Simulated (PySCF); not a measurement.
**From one method to the next for NaI⁺**

What do other methods print for NaI⁺?

Program: PySCF 2.14.0. Level of theory: method and basis as typed in the scripts. These are calculated values, not measurements.

5 further runs of the same task are left out: 5 that didn't finish.

## (1) The starting structure

NaI⁺: 2 atoms, charge 1, spin multiplicity 2.

Bond lengths: Na1–I2 2.776 Å.

## (2) The base run

input.py reads:

```python
from pyscf import gto, scf, mcscf, mrpt

mol = gto.M(
    atom='Na 0 0 0; I 0 0 2.776',
    basis='lanl2dz',
    ecp={'Na': 'lanl2dz', 'I': 'lanl2dz'},
    charge=1,
    spin=1,
    verbose=3,
)
mf = scf.ROHF(mol)
mf.kernel()
mc = mcscf.CASSCF(mf, 8, 7)
mc.kernel()
mc.analyze()
mrpt.NEVPT(mc).kernel()
mf.dip_moment()
print('orbital energies (hartree):', mf.mo_energy[..., max(0, mol.nelec[1]-3):mol.nelec[0]+3].round(4))
```

Launch:

```
OMP_NUM_THREADS=1 python input.py
```

The log of this run is left out.

It gives: E(SCF) = -11.154759 Eh, E(CAS) − E(SCF) = -0.01288 Eh, NEVPT2 = -0.00054 Eh.

The bond length is a typed value, not an optimised one. The dipole of an ion depends on the origin.

## (3) Stability test (UHF)

Edit 1 changes step after the SCF: nevpt2 → stability; SCF type: ROHF → UHF.

input.py reads:

```python
from pyscf import gto, scf

mol = gto.M(
    atom='Na 0 0 0; I 0 0 2.776',
    basis='lanl2dz',
    ecp={'Na': 'lanl2dz', 'I': 'lanl2dz'},
    charge=1,
    spin=1,
    verbose=3,
)
mf = scf.UHF(mol)
mf.kernel()
mf.stability(internal=True, external=True)
mf.dip_moment()
print('orbital energies (hartree):', [e[max(0, n-3):n+3].round(4) for e, n in zip(mf.mo_energy, mol.nelec)])
```

Launch:

```
OMP_NUM_THREADS=1 python input.py
```

## (4) Geometry optimisation

Edit 2 changes step after the SCF: nevpt2 → optimize.

input.py reads:

```python
from pyscf import gto, scf
from pyscf.geomopt.geometric_solver import optimize

mol = gto.M(
    atom='Na 0 0 0; I 0 0 2.776',
    basis='lanl2dz',
    ecp={'Na': 'lanl2dz', 'I': 'lanl2dz'},
    charge=1,
    spin=1,
    verbose=3,
)
mf = scf.ROHF(mol)
mf.kernel()
mol_eq = optimize(mf, maxsteps=30)
print('optimised geometry (angstrom)')
print(mol_eq.tostring('raw'))
print('orbital energies (hartree):', mf.mo_energy[..., max(0, mol.nelec[1]-3):mol.nelec[0]+3].round(4))
```

## (5) MP2 (UHF)

Edit 3 changes step after the SCF: nevpt2 → mp2; SCF type: ROHF → UHF.

input.py reads:

```python
from pyscf import gto, scf, mp

mol = gto.M(
    atom='Na 0 0 0; I 0 0 2.776',
    basis='lanl2dz',
    ecp={'Na': 'lanl2dz', 'I': 'lanl2dz'},
    charge=1,
    spin=1,
    verbose=3,
)
mf = scf.UHF(mol)
mf.kernel()
mp.MP2(mf).kernel()
mf.dip_moment()
print('orbital energies (hartree):', [e[max(0, n-3):n+3].round(4) for e, n in zip(mf.mo_energy, mol.nelec)])
```

Q: Predict the outcome of this session. Wanted: for each run, E(SCF); from base; after the SCF.

The runs gave:

```tsv
run	E(SCF) (hartree)	from base (eV)	after the SCF
base	-11.154759	0	NEVPT2 correlation -0.365 eV (from the SCF energy, the CASSCF gain included)
stability test (UHF)	-11.154931	-0.0047	stable
geometry optimisation	-11.154759	0.0000	bond 3.395 Å, -0.308 eV
MP2 (UHF)	-11.154931	-0.0047	MP2 correlation -0.284 eV
```

SCF columns refer to the geometry typed in the script.

What this shows: Total energies from different bases, Hamiltonians or methods carry different errors, so properties are taken as differences within one set-up.
